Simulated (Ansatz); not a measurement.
# FH₈NOSi: search for a transition state

Is there a first-order saddle for this ligand exchange through a proton shuttle, which should form Si1–N7, H6–F9, O2–H8 and break Si1–O2, H6–N7, H8–F9, and which two structures does it connect?

Method: PBE0-D4, def2-SVP first, then def2-TZVP; program: Ansatz 0.2.0, Gaussian basis.

190 further runs of the same task are left out: 190 set aside as unsound or not needed.

## 1. Where the work starts

The guess: 12 atoms, charge 0, spin multiplicity 1.

Atoms are counted from 1 here; the program's logs count them from 0.

Bond lengths: Si1–H3 1.454 Å, Si1–H4 1.498 Å, Si1–H5 1.462 Å, Si1–N7 1.844 Å, O2–H8 1.023 Å, O2–H10 0.959 Å, H6–N7 1.120 Å, N7–H11 1.013 Å, N7–H12 1.013 Å. Angles: H3–Si1–H4 100.0°, H3–Si1–H5 139.5°, H3–Si1–N7 106.8°, H4–Si1–H5 98.8°, H4–Si1–N7 96.4°, H5–Si1–N7 106.3°, H8–O2–H10 106.4°, Si1–N7–H6 112.3°, Si1–N7–H11 112.0°, Si1–N7–H12 110.8°, H6–N7–H11 107.1°, H6–N7–H12 106.4°, H11–N7–H12 107.9°.

Geometry (Å):

```
Si   -0.80010    0.05710   -0.86160
O    -0.31770   -1.50420    0.51360
H    -0.18930   -0.94420   -1.72110
H    -1.17440    1.08600   -1.88440
H    -1.94630    0.20420    0.03390
H     1.11960    0.43100    0.68770
N     0.57850    1.01610   -0.09880
H     0.54420   -1.25690    1.00650
F     1.61320   -0.46030    1.59460
H    -0.94820   -1.76560    1.18680
H     0.25050    1.86940    0.33740
H     1.27000    1.26750   -0.79460
```

Distances that are to change: Si1–N7 1.84 Å, H6–F9 1.36 Å, O2–H8 1.02 Å, Si1–O2 2.14 Å, H6–N7 1.12 Å, H8–F9 1.46 Å.

## 2. Constrained relaxation of the guess

hold/in.yaml reads:

```yaml
crystal:
  periodic: [false, false, false]
  atoms:
    - {symbol: Si, position_ang: [-0.800100, 0.057100, -0.861600]}
    - {symbol: O, position_ang: [-0.317700, -1.504200, 0.513600]}
    - {symbol: H, position_ang: [-0.189300, -0.944200, -1.721100]}
    - {symbol: H, position_ang: [-1.174400, 1.086000, -1.884400]}
    - {symbol: H, position_ang: [-1.946300, 0.204200, 0.033900]}
    - {symbol: H, position_ang: [1.119600, 0.431000, 0.687700]}
    - {symbol: N, position_ang: [0.578500, 1.016100, -0.098800]}
    - {symbol: H, position_ang: [0.544200, -1.256900, 1.006500]}
    - {symbol: F, position_ang: [1.613200, -0.460300, 1.594600]}
    - {symbol: H, position_ang: [-0.948200, -1.765600, 1.186800]}
    - {symbol: H, position_ang: [0.250500, 1.869400, 0.337400]}
    - {symbol: H, position_ang: [1.270000, 1.267500, -0.794600]}
basis:
  gaussian: {orbitals: def2-SVP}
hamiltonian: {xc: pbe0, dispersion: d4}
relax: {f_tol: 0.04, max_steps: 150, escape_saddle: false, constraints: [{distance: [0, 6]}, {distance: [5, 8]}, {distance: [1, 7]}, {distance: [0, 1]}, {distance: [5, 6]}, {distance: [7, 8]}]}
```

Started as:

```bash
ansatz run in.yaml --threads 4 --pin off --events-out ev --progress --plain --max-ram 9574MiB
```

The runs that follow: A starting Hessian; Saddle search in the small basis; Saddle search in triple zeta; Vibrations at the point found; Relaxing after a step of 0.30 Å one way along the mode; Relaxing after a step of 0.30 Å the other way along the mode.

Q: Predict the outcome of this session. Wanted: imaginary mode; barrier from the start side; barrier from the end side; energy of the step; pairs that change; zero-point energy at the saddle.

The runs gave:

| quantity | value |
| --- | --- |
| imaginary mode | 284i cm⁻¹ |
| barrier from the start side | 69.1 kJ/mol |
| barrier from the end side | 37.9 kJ/mol |
| energy of the step | +31.2 kJ/mol |
| pairs that change | Si1–N7 formed, O2–H8 formed, H6–F9 formed, Si1–O2 broken, H6–N7 broken, H8–F9 broken |
| zero-point energy at the saddle | 2.428 eV |

**Reading.** One imaginary mode, 284i cm⁻¹, makes this a first-order saddle. Going downhill both ways gives the intended start and end. At PBE0-D4/def2-TZVP the electronic barrier is 69.1 kJ/mol, about 28 kT at 298 K, and the step runs 31.2 kJ/mol uphill. A step off the saddle overshot and began above it in energy, so the link to its end is likely but not proven. The ends are the nearest minima, not always the lowest complexes.
